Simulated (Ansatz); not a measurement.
# Cd2Se: a trial structure relaxed

The task: take a trial cell of Cd2Se to zero force and stress.

Method: DFT PBE, scalar-relativistic, plane waves, PAW, in Ansatz 0.2.0.

1 further run of the same task is left out (it didn't finish).

## 1. Starting point

The structure is cubic, space group F-43m (No. 216). The conventional cell has a = 6.934 Å, b = 6.934 Å, c = 6.934 Å, α = 90.00°, β = 90.00°, γ = 90.00°. Cd (site symmetry -43m) has 4 Cd at 3.00 Å as nearest neighbours. Cd (site symmetry -43m) has 4 Cd at 3.00 Å and 4 Se at 3.00 Å as nearest neighbours. Se (site symmetry -43m) has 4 Cd at 3.00 Å as nearest neighbours.

Coordinates:

```xyz
3
Lattice="0.0000 3.4672 3.4672 3.4672 0.0000 3.4672 3.4672 3.4672 0.0000" Properties=species:S:1:pos:R:3 pbc="T T T"
Cd    0.0000    0.0000    0.0000
Cd    1.7336    1.7336    1.7336
Se    3.4672    3.4672    3.4672
```

A structure generator made this guess: random cell by space group and Wyckoff sites (F-43m, No. 216). Its size is a rough estimate.

## 2. Probe: one point on a coarse mesh

Contents of input.yaml:

```yaml
crystal:
  lattice:
    - [0.0, 3.46721143, 3.46721143]
    - [3.46721143, 0.0, 3.46721143]
    - [3.46721143, 3.46721143, 0.0]
  atoms:
    - { symbol: Cd, position: [0.0, 0.0, 0.0] }
    - { symbol: Cd, position: [0.25, 0.25, 0.25] }
    - { symbol: Se, position: [0.5, 0.5, 0.5] }
basis:
  ecutwfc: 420
kpoints:
  mp_grid: { grid: [4, 4, 4] }
hamiltonian:
  xc: pbe
scf:
  occupations: { method: gaussian, width: 0.1 }
  lower_state_search: "off"
output:
  forces: true
  stress: true
  eigenvalues: true
```

Run with:

```console
$ ansatz run input.yaml --threads 1 --pin off --max-ram 2560MiB --backend cpu --events-out ev --progress --plain --runs-dir out
```

The log of the run, cut to the lines that bear on the results:

```text
[...]
SCF converged after 6 iterations
Free energy (F): -21978.125579 eV
[...]
E sigma→0 (E₀):  -21978.122167 eV
Entropy (-TS):   -0.006824 eV (-2.275 meV/atom)
Fermi energy:    9.250913 eV
[...]
--- Forces (eV/Å), atoms counted from 1 ---
  atom   1  Cd     0.00000000    -0.00000000     0.00000000
  atom   2  Cd    -0.00000000     0.00000000    -0.00000000
  atom   3  Se     0.00000000     0.00000000     0.00000000
[...]
--- Stress (GPa, compression-positive) ---
       -1.854537       0.000000      -0.000000
        0.000000      -1.854537       0.000000
       -0.000000       0.000000      -1.854537
  P = ⅓ Tr σ = -1.8545 GPa (-18.545 kbar)
--- Band table (eV; the first three rows and the last of 8) ---
[...]
```

Wall time 2 s (1 thread of Arm Neoverse V2, shared host); peak memory 0.31 GiB.

The probe gives pressure -1.9 GPa, largest force 0.00 eV/Å, gap on this mesh 0.21 eV. A guess like this is first relaxed loosely on the coarse mesh.

## 3. Coarse relaxation

input.yaml, as its differences from that of step 2:

```diff
@@ -22 +22,6 @@
   eigenvalues: true
+relax:
+  adjacent_minimum: "off"
+  f_tol: 0.04
+  max_steps: 70
+  cell: { stress_tol: 0.4 }
```

Run with:

```console
$ ansatz run input.yaml --threads 1 --pin off --max-ram 2560MiB --backend cpu --events-out ev --progress --plain --runs-dir out
```

The log of the run:

```text
Warning: RAYON_NUM_THREADS=1 ignored (pool sized by the plan → 1); use --threads N
Engine: ansatz 0.2.0, aarch64-unknown-linux-gnu
Pseudopotentials: kind: paw
Pseudopotential: Cd, paw, valence charge 20, recommended cutoff 420 eV (normal), Cd.paw.azcp
Pseudopotential: Se, paw, valence charge 16, recommended cutoff 420 eV (normal), Se.paw.azcp
Functional definition: PBE
  parameter kappa = 0.804
  parameter beta = 0.06672455060314922
  exchange = pbe_x(kappa = kappa, mu = beta*pi^2/3)
  correlation = pbe_c(beta = beta)
Crystal: 3 atoms, lattice volume = 83.363 Å³
Basis set: ecut = 420 eV, 1639 PW (Γ), exchange–correlation on 72×72×72 points (8 copies of the dense FFT grid, shifted against one another)
Bands: 34, of which v1, the nominal top of the filled ones, is band 28 counted from 1 (27 counted from 0)
Symmetry: 24 space group operations
Space group: F-43m (ITA 216), of the structure as read, at distance tolerance 4.4e-5 Å
k-points: 8 of 64 (time reversal used)
Non-local potential: Cd, projectors of the file, l = 0: 3, l = 1: 2, l = 2: 2, l = 3: 1
Non-local potential: Se, projectors of the file, l = 0: 2, l = 1: 2, l = 2: 3, l = 3: 1
PAW form: soft (Blöchl's): semilocal exchange-correlation on the pseudo side does not see the compensation charge
PAW one-centre angular grid: Cd, 590 points (default); XC on 64 Gauss nodes
PAW one-centre angular grid: Se, 590 points (default); XC on 64 Gauss nodes
Initial density: superposition of atomic densities (neutral atoms: chi_scale 0, normalization atom), corrected by the library's trained network
Initial wavefunctions: pseudopotential atomic-orbital guess
Functional: x = pbe(κ = 0.804, μ = 0.2195149727645171), c = pbe(β = 0.06672455060314922)
SCF iter   1: F=—  HF=-21978.125202 eV  |F-HF|=—  |Δ(HF+E_count)|=         —  Δρ=1.75e-3  dr2=3.55e-3  ethr=1.77e-3  ⟨swp⟩=5.8  Hψ=992  notcnv=0
preconditioner: auto → LDOS  [insulator: Δε(μ)=0.209 eV  Ē_g=11.681 eV  σ=0.100 eV  W_gap=0.86  n_scr=14 (ndim 8)  ℏωp=22.3 eV  f_vac=0.118  D(μ)=1.42/eV (n_scr^D=8)  ε∞_Penn≈4.6  β→1.0]
SCF iter   2: F=—  HF=-21978.125764 eV  |F-HF|=—  |Δ(HF+E_count)|=   5.63e-4  Δρ=1.17e-3  dr2=7.54e-4  ethr=6.35e-6  ⟨swp⟩=2.4  Hψ=515  notcnv=0
SCF iter   3: F=—  HF=-21978.125689 eV  |F-HF|=—  |Δ(HF+E_count)|=   7.56e-5  Δρ=7.15e-4  dr2=3.18e-4  ethr=1.35e-6  ⟨swp⟩=2.0  Hψ=482  notcnv=0
SCF iter   4: F=—  HF=-21978.125610 eV  |F-HF|=—  |Δ(HF+E_count)|=   7.89e-5  Δρ=2.72e-4  dr2=5.06e-5  ethr=5.68e-7  ⟨swp⟩=2.0  Hψ=338  notcnv=0
SCF iter   5: F=—  HF=-21978.125580 eV  |F-HF|=—  |Δ(HF+E_count)|=   3.01e-5  Δρ=6.73e-5  dr2=2.79e-6  ethr=9.04e-8  ⟨swp⟩=2.1  Hψ=416  notcnv=0
SCF iter   6: F=-21978.125579 eV  HF=-21978.125579 eV  |F-HF|=4.84e-8  |Δ(HF+E_count)|=   1.04e-6  Δρ=9.23e-6  dr2=5.54e-8  ethr=1.79e-10  ⟨swp⟩=6.8  Hψ=1339  notcnv=0
SCF 1 converged in 6 iterations: F = -21978.125579 eV  dr2 = 5.54e-8
relax step   1: F+E_penalty+E_count = -21978.12557864 eV  Δ(F+E_penalty+E_count) = +0.000e0 eV  max|allowed force component| = 2.529e-16 eV/Å  Δτ_max = 0.0000 Å  P = -1.855 GPa  Ω = 83.363 Å³  (6 SCF iters, dr2 threshold 1.00e-7 eV, accepted)
Crystal: 3 atoms, lattice volume = 79.311 Å³
Basis set: ecut = 420 eV, 1471 PW (Γ), exchange–correlation on 72×72×72 points (8 copies of the dense FFT grid, shifted against one another)
Initial density: handed on by an earlier stage of this run
Initial wavefunctions: those handed on with the density
iter 1 solved again at ethr=2.88e-5 eV; its pass at ethr=3.10e-3 eV (dr2=1.61e-2 eV) is discarded
SCF iter   1: F=—  HF=-21978.155967 eV  |F-HF|=—  |Δ(HF+E_count)|=         —  Δρ=2.77e-3  dr2=1.60e-2  ethr=2.88e-5  ⟨swp⟩=1.0  Hψ=1222  notcnv=0
preconditioner: auto → none  [insulator: Δε(μ)=0.271 eV  Ē_g=11.920 eV  σ=0.100 eV  W_gap=0.95  n_scr=14 (ndim 8)  ℏωp=22.8 eV  f_vac=0.103  D(μ)=0.67/eV (n_scr^D=0)  ε∞_Penn≈4.7]
SCF iter   2: F=—  HF=-21978.154235 eV  |F-HF|=—  |Δ(HF+E_count)|=   1.73e-3  Δρ=2.34e-3  dr2=8.73e-3  ethr=2.86e-5  ⟨swp⟩=2.0  Hψ=440  notcnv=0
SCF iter   3: F=—  HF=-21978.151945 eV  |F-HF|=—  |Δ(HF+E_count)|=   2.29e-3  Δρ=3.26e-4  dr2=4.92e-5  ethr=1.56e-5  ⟨swp⟩=2.0  Hψ=351  notcnv=0  defer=1
SCF iter   4: F=—  HF=-21978.151904 eV  |F-HF|=—  |Δ(HF+E_count)|=   4.11e-5  Δρ=1.16e-4  dr2=5.09e-6  ethr=8.78e-8  ⟨swp⟩=2.0  Hψ=421  notcnv=0  defer=1
SCF iter   5: F=-21978.151905 eV  HF=-21978.151905 eV  |F-HF|=9.90e-8  |Δ(HF+E_count)|=   6.78e-7  Δρ=1.85e-5  dr2=1.72e-7  ethr=5.36e-10  ⟨swp⟩=6.0  Hψ=1337  notcnv=0
SCF 2 converged in 5 iterations: F = -21978.151905 eV  dr2 = 1.72e-7
relax step   2: F+E_penalty+E_count = -21978.15190455 eV  Δ(F+E_penalty+E_count) = -2.633e-2 eV  max|allowed force component| = 1.234e-16 eV/Å  Δτ_max = 0.0000 Å  P = -0.054 GPa  Ω = 79.311 Å³  energy of the carried Pulay correction = +9.636e-4 eV  (5 SCF iters, dr2 threshold 3.00e-7 eV, accepted)
Initial wavefunctions: pseudopotential atomic-orbital guess (no wavefunctions were taken with the density)
iter 1 solved again at ethr=6.47e-8 eV; its pass at ethr=3.10e-3 eV (dr2=3.63e-5 eV) is discarded
SCF iter   1: F=—  HF=-21978.150883 eV  |F-HF|=—  |Δ(HF+E_count)|=         —  Δρ=1.06e-4  dr2=1.62e-6  ethr=6.47e-8  ⟨swp⟩=3.0  Hψ=1660  notcnv=0
preconditioner: auto → none  [insulator: Δε(μ)=0.270 eV  Ē_g=11.901 eV  σ=0.100 eV  W_gap=0.94  n_scr=14 (ndim 8)  ℏωp=22.8 eV  f_vac=0.104  D(μ)=0.69/eV (n_scr^D=0)  ε∞_Penn≈4.7]
SCF iter   2: F=—  HF=-21978.150867 eV  |F-HF|=—  |Δ(HF+E_count)|=   1.59e-5  Δρ=4.67e-5  dr2=4.78e-7  ethr=2.89e-9  ⟨swp⟩=2.0  Hψ=485  notcnv=0
SCF iter   3: F=—  HF=-21978.150867 eV  |F-HF|=—  |Δ(HF+E_count)|=   3.96e-7  Δρ=2.06e-5  dr2=2.85e-7  ethr=8.53e-10  ⟨swp⟩=2.0  Hψ=384  notcnv=0
SCF iter   4: F=—  HF=-21978.150867 eV  |F-HF|=—  |Δ(HF+E_count)|=   4.24e-8  Δρ=5.17e-6  dr2=2.74e-8  ethr=5.09e-10  ⟨swp⟩=2.0  Hψ=478  notcnv=0
SCF iter   5: F=-21978.150867 eV  HF=-21978.150867 eV  |F-HF|=1.75e-9  |Δ(HF+E_count)|=   2.73e-9  Δρ=2.06e-6  dr2=9.55e-10  ethr=3.43e-12  ⟨swp⟩=3.0  Hψ=1062  notcnv=0
SCF 3 converged in 5 iterations: F = -21978.150867 eV  dr2 = 9.55e-10
relax step   3: F+E_penalty+E_count = -21978.15086738 eV  Δ(F+E_penalty+E_count) = +1.037e-3 eV  max|allowed force component| = 7.170e-17 eV/Å  Δτ_max = 0.0000 Å  P = -0.052 GPa  Ω = 79.311 Å³  stress off target by 5.23e-2 GPa  SCF on the basis re-selected at this cell (its energy is not comparable with the rows above)  (5 SCF iters)
basis re-selected at this cell: Δ(F+E_penalty+E_count) = +1.037e-3 eV, ΔP = +0.002 GPa vs the last step (what re-selecting the basis moved, of the pressure what is left beyond the Pulay correction that the steps carried, after the strain that the cell walked since its last selection, with what the two solves' SCF thresholds leave and, on support functions, any second-order correction that the steps lacked; it is no measure of the basis error at this ecutwfc). This SCF's stress stands 5.23e-2 GPa from its target on what of the cell is left free (relax.cell.stress_tol is 4.00e-1 GPa) and its largest allowed force component is 7.17e-17 eV/Å (relax.f_tol is 4.00e-2 eV/Å): within both
SCF converged after 5 iterations
Free energy (F): -21978.150867 eV
Harris-Foulkes:  -21978.150867 eV  (|F-HF|=1.75e-9)
Internal energy: -21978.147423 eV  (E = F + TS)
E sigma→0 (E₀):  -21978.149145 eV
Entropy (-TS):   -0.003444 eV (-1.148 meV/atom)
Fermi energy:    10.025102 eV
--- Per-component energies (eV) ---
  E_band       = -1324.440116
  E_kinetic    = 1126.187308
  E_local      = -9428.589930  (includes V_loc(G=0)·N_el)
  E_nonlocal   = -529.935550
  E_hartree    = 4454.533060
  E_xc         = -456.810579
  E_vxc        = -540.191156  (∫ρ·V_xc dr)
  E_paw        = -10077.136174  (= ΣΔE_a)
  E_vpaw       = -860.975326  (= ΣTr[D̂ρ^β])
  E_aug_tail   = -0.000571  (compensation charges beyond the density's cutoff)
  E_ewald      = -7066.394986
  E_smearing   = -0.003444  (= −TS)
  E_closure    = -0.000000  (closes the sum)
  Σ components = -21978.150867   (vs F -21978.150867, Δ=0.00e0)
--- Forces (eV/Å), atoms counted from 1 ---
  atom   1  Cd    -0.00000000    -0.00000000    -0.00000000
  atom   2  Cd    -0.00000000    -0.00000000     0.00000000
  atom   3  Se     0.00000000     0.00000000    -0.00000000
  max |Σ_I F_I| component: 1.18e-16 eV/Å
--- Stress (GPa, compression-positive) ---
       -0.052294      -0.000000       0.000000
       -0.000000      -0.052294       0.000000
        0.000000      -0.000000      -0.052294
  P = ⅓ Tr σ = -0.0523 GPa (-0.523 kbar)
--- Band table (eV; the first three rows and the last of 8) ---
  k-point 0: bands = ["-92.9446", "-92.7366", "-54.0025", "-54.0025", "-54.0025", "-53.7923", "-53.7923", "-53.7923", "-38.0349", "-38.0349", "-38.0349", "-38.0338", "-38.0338", "-3.2809", "0.8234", "0.8234", "0.8234", "0.9260", "0.9260", "1.4846", "1.4846", "1.4846", "1.6698", "1.6698", "5.5953", "7.9495", "7.9495", "7.9495", "13.1687", "13.1687", "13.1687", "14.1893", "15.4490", "15.4490"]
  k-point 1: bands = ["-92.9446", "-92.7366", "-54.0026", "-54.0026", "-54.0024", "-53.7925", "-53.7922", "-53.7922", "-38.0349", "-38.0349", "-38.0349", "-38.0338", "-38.0338", "-3.1561", "0.7771", "0.7771", "0.8964", "1.0062", "1.0062", "1.4300", "1.4695", "1.4695", "1.6792", "1.6792", "4.8876", "7.8317", "7.8317", "8.4347", "11.3101", "12.6834", "12.6834", "14.6629", "15.7620", "15.7620"]
  k-point 2: bands = ["-92.9445", "-92.7366", "-54.0027", "-54.0027", "-54.0023", "-53.7926", "-53.7921", "-53.7921", "-38.0349", "-38.0349", "-38.0349", "-38.0338", "-38.0338", "-3.0282", "0.7921", "0.7921", "0.9588", "0.9938", "0.9938", "1.4771", "1.5063", "1.5063", "1.6682", "1.6682", "4.1538", "7.7373", "7.7373", "8.6221", "10.8939", "12.1205", "12.1205", "15.3276", "17.4836", "17.4836"]
  k-point 7: bands = ["-92.9445", "-92.7366", "-54.0029", "-54.0029", "-54.0019", "-53.7929", "-53.7920", "-53.7920", "-38.0349", "-38.0349", "-38.0349", "-38.0338", "-38.0338", "-2.9935", "0.7428", "0.9013", "0.9676", "1.1146", "1.1503", "1.3255", "1.4204", "1.4607", "1.7412", "1.8082", "4.9711", "5.6737", "6.2655", "9.7016", "11.4409", "11.5508", "14.1503", "15.3703", "16.6546", "18.5715"]
--- Relaxed structure (2 steps of the walk, 2 accepted, 1 SCFs on fresh bases) ---
  F+E_penalty+E_count = -21978.15086738 eV   max|allowed force component| = 7.170e-17 eV/Å   (the final SCF, on the basis selected at the relaxed cell)
  cell:  # Å, volume = 79.3115 Å³
    - [-1.4267041692107651e-33, 3.4101120961721825, 3.4101120961721825]
    - [3.4101120961721825, 2.038148813158236e-33, 3.4101120961721825]
    - [3.4101120961721825, 3.4101120961721825, 2.4457785757898835e-33]
  atoms:
    - { symbol: Cd, position: [-8.794932585386419e-35, -3.6568403907659313e-34, 6.372468697832614e-34] }
    - { symbol: Cd, position: [0.25, 0.25, 0.25] }
    - { symbol: Se, position: [0.5, 0.5, 0.5] }
```

It took 6.9 s on 1 thread of Arm Neoverse V2, shared host; peak memory 0.34 GiB.

Step by step:

```csv
step,E - E(step 1) (eV/cell),largest force component (eV/Å),pressure (GPa),volume (Å³)
1,0.0000,0.0000,-1.85,83.36
2,-0.0263,0.0000,-0.05,79.31
3,-0.0253,0.0000,-0.05,79.31
```

Step 1 is the start. Step 3 repeats the geometry before it on a plane-wave basis chosen anew for that cell, so its energy need not be comparable with the rows above.

Lengths and angles in the start's conventional setting:

|  | before | after | change |
| --- | --- | --- | --- |
| a (Å) | 6.934 | 6.820 | -1.6 % |
| b (Å) | 6.934 | 6.820 | -1.6 % |
| c (Å) | 6.934 | 6.820 | -1.6 % |
| volume (Å³/atom) | 27.79 | 26.44 | -4.9 % |
| shortest distance (Å) | 3.003 | 2.953 | -1.6 % |
| space group (0.01 Å) | F-43m | F-43m | same |

The run keeps the 24 symmetry operations of the start, so it could not have lowered the symmetry.

## 4. Relaxation on the finer mesh

The end of the coarse run is made exact in the group found at a tolerance of 0.06 Å and reduced to its primitive cell.

Contents of input.yaml:

```yaml
crystal:
  lattice:
    - [0.0, 3.4101120962, 3.4101120962]
    - [3.4101120962, 0.0, 3.4101120962]
    - [3.4101120962, 3.4101120962, 0.0]
  atoms:
    - { symbol: Cd, position: [0.0, 0.0, 0.0] }
    - { symbol: Cd, position: [0.75, 0.75, 0.75] }
    - { symbol: Se, position: [0.5, 0.5, 0.5] }
basis:
  ecutwfc: 420
kpoints:
  mp_grid: { grid: [10, 10, 10] }
hamiltonian:
  xc: pbe
scf:
  occupations: { method: gaussian, width: 0.01 }
output:
  forces: true
  stress: true
  eigenvalues: true
  write_density: true
  write_potential: true
  elf: true
  volumetric_format: npy
relax:
  adjacent_minimum: "off"
  f_tol: 0.01
  max_steps: 80
  cell: { stress_tol: 0.05 }
```

Run with:

```console
$ ansatz run input.yaml --threads 1 --pin off --max-ram 2560MiB --backend cpu --events-out ev --progress --plain --runs-dir out
```

The log of the run, cut to the lines that bear on the results:

```text
Warning: RAYON_NUM_THREADS=1 ignored (pool sized by the plan → 1); use --threads N
[...]
[... 4 set-up lines as earlier in the session ...]
[...]
Crystal: 3 atoms, lattice volume = 79.311 Å³
Basis set: ecut = 420 eV, 1471 PW (Γ), exchange–correlation on 72×72×72 points (8 copies of the dense FFT grid, shifted against one another)
Bands: 34, of which v1, the nominal top of the filled ones, is band 28 counted from 1 (27 counted from 0)
[... 1 set-up line as earlier in the session ...]
Space group: F-43m (ITA 216), of the structure as read, at distance tolerance 4.3e-5 Å
k-points: 47 of 1000 (time reversal used)
[...]
  atom   2  Cd     0.00000000    -0.00000000    -0.00000000
  atom   3  Se    -0.00000000    -0.00000000    -0.00000000
[...]
--- Stress (GPa, compression-positive) ---
       -0.041090      -0.000000      -0.000000
       -0.000000      -0.041090      -0.000000
       -0.000000      -0.000000      -0.041090
  P = ⅓ Tr σ = -0.0411 GPa (-0.411 kbar)
--- Band table (eV; the first three rows and the last of 47) ---
[...]
--- Relaxed structure (2 steps of the walk, 2 accepted, 1 SCFs on fresh bases) ---
  F+E_penalty+E_count = -21978.14114932 eV   max|allowed force component| = 1.402e-16 eV/Å   (the final SCF, on the basis selected at the relaxed cell)
  cell:  # Å, volume = 80.1530 Å³
    - [2.5476860164477946e-34, 3.422130514806025, 3.422130514806025]
    - [3.422130514806025, 1.3247967285528532e-33, 3.422130514806025]
    - [3.422130514806025, 3.422130514806025, 1.7833802115134564e-33]
  atoms:
    - { symbol: Cd, position: [4.66719879558664e-34, -5.4829780808656505e-34, -6.800775387854818e-34] }
    - { symbol: Cd, position: [0.75, 0.75, 0.75] }
    - { symbol: Se, position: [0.5, 0.5, 0.5] }
```

It took 45 s on 1 thread of Arm Neoverse V2, shared host; peak memory 0.43 GiB.

The steps of the relaxation:

| step | E - E(step 1) (eV/cell) | largest force component (eV/Å) | pressure (GPa) | volume (Å³) |
| --- | --- | --- | --- | --- |
| 1 | 0.0000 | 0.0000 | 0.41 | 79.31 |
| 2 | -0.0007 | 0.0000 | -0.04 | 80.15 |
| 3 | -0.0009 | 0.0000 | -0.04 | 80.15 |

Step 1 is the start. Step 3 repeats the geometry before it on a plane-wave basis chosen anew for that cell, so its energy need not be comparable with the rows above.

Lengths and angles in the start's conventional setting:

|  | before | after | change |
| --- | --- | --- | --- |
| a (Å) | 6.820 | 6.844 | +0.4 % |
| b (Å) | 6.820 | 6.844 | +0.4 % |
| c (Å) | 6.820 | 6.844 | +0.4 % |
| volume (Å³/atom) | 26.44 | 26.72 | +1.1 % |
| shortest distance (Å) | 2.953 | 2.964 | +0.4 % |
| space group (0.01 Å) | F-43m | F-43m | same |

Forces and stress were held to the start's 24 operations: a distortion of lower symmetry was not tested.

The maps below are laid out on this run's own conventional cell (a, b, c = 6.844, 6.844, 6.844 Å).

Density in a lattice plane of the grid's cell (edges 6.84 and 6.84 Å, at 0.000 of the third edge), which holds Cd and Se.

Ten even steps from '0' (0.06 e/Å³) to '9' (38.09 e/Å³):
```
421000000002420000000012
100000000000000000000000
000000000000000000000000
000000000000000000000000
000000000000000000000000
000000000000000000000000
000000000000000000000000
000000000000100000000000
420000000012421000000002
950000000014641000000005
420000000012421000000002
000000000000100000000000
000000000000000000000000
000000000000000000000000
000000000000000000000000
000000000000000000000000
000000000000000000000000
100000000000000000000000
421000000002420000000012
641000000005950000000014
```
Columns run along the first of these edges and rows up along the second, over one cell in 24 and 20 even steps from the bottom left corner. Atoms in the plane (fractional): Cd at (0.00, 0.00), Cd at (0.50, 0.50), Se at (0.00, 0.50), Se at (0.50, 0.00).

ELF in the same plane.

Ten even steps from '0' (0.11) to '9' (0.93):
```
764200036875357863000246
432100025788788752000123
111100013577777531000111
000000000234443200000000
000000000000000000000000
443200000000000000000234
777531000111111100013577
788752000123432100025788
357863000246764200036875
026873001258985210037862
357863000246764200036875
788752000123432100025788
777531000111111100013577
443200000000000000000234
000000000000000000000000
000000000234443200000000
111100013577777531000111
432100025788788752000123
764200036875357863000246
985210037862026873001258
```
Columns run along the first of these edges and rows up along the second, over one cell in 24 and 20 even steps from the bottom left corner. Atoms in the plane (fractional): Cd at (0.00, 0.00), Cd at (0.50, 0.50), Se at (0.00, 0.50), Se at (0.50, 0.00).

Both are smooth fields of the valence electrons: close to the nuclei they are not physical.

The highest ELF values outside the cores: 0.80 in the shell around Se, 0.9 Å from Se.

## 5. Results

```
                              quantity                                                                      value
symmetry at the end (tolerance 0.02 Å)                                                space group F-43m (No. 216)
                     conventional cell  a = 6.844 Å, b = 6.844 Å, c = 6.844 Å, α = 90.00°, β = 90.00°, γ = 90.00°
                                volume                                                              26.72 Å³/atom
              energy over the elements                                                              -0.05 eV/atom
                       gap on the mesh                                                                    0.39 eV
```

**Reading.** The space group F-43m (No. 216) is kept, and the volume per atom shrinks by 3.9 % from the first guess. A negative formation energy is needed for stability but isn't enough; other structures and compounds were not set against it here. No finished test with a distortion of lower symmetry is shown, so the end may be a saddle point.
